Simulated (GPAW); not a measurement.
PmO:

```
Pm O
1.0
     3.15591    0.00000    0.00000
    -1.57796    2.73310    0.00000
     0.00000    0.00000    3.08001
Pm O
1 1
Direct
  0.00000 0.00000 0.00000
  0.66667 0.33333 0.50000
```

The cell comes from a database or a generator and needn't be the stable form of this composition.

Base run:

- Program: GPAW 26.7.0
- Functional: PBE
- Potentials or basis: GPAW PAW data sets (gpaw-data 1.2.1)
- Cutoff: 600 eV
- Basis: pw
- k mesh: 7 × 7 × 6
- Occupations: gaussian, width 0.05 eV
- Spin: collinear spin, ferromagnetic start
- Starting moments: [4.0, 0.0] μB
- Hubbard terms: Pm f U = 8 eV

Its results: band gap on the k mesh none (metal or under the smearing width); pressure 41.3 GPa; net moment 5.00 μB per cell; site moments Pm +4.73; O -0.04 μB.

Problem. The run is repeated on the same cell with these changes: hubbard terms from Pm f U = 8 eV to Pm f U = 1 eV; start of the occupation matrix from spherical to atoms. What comes out?

Solution. Band gap on the k mesh none (metal or under the smearing width); pressure 30.8 GPa; net moment 4.92 μB per cell; site moments Pm +4.46; O -0.05 μB.

Caveats: the cutoff is short for stress and forces, so pressures can be off by a GPa or more; one-centre terms of the f shell are cut off; the magnetic or orbital state may not be the lowest; a pressure of tens of GPa on the cell as given is suspect, and the run, the potentials or the cell itself is likely at fault; spin-orbit coupling is left out, which moves the levels of the heavy elements; the occupation matrix was held by a function in the script for the first cycles and then freed (some runs); the end state hangs on it (some runs).
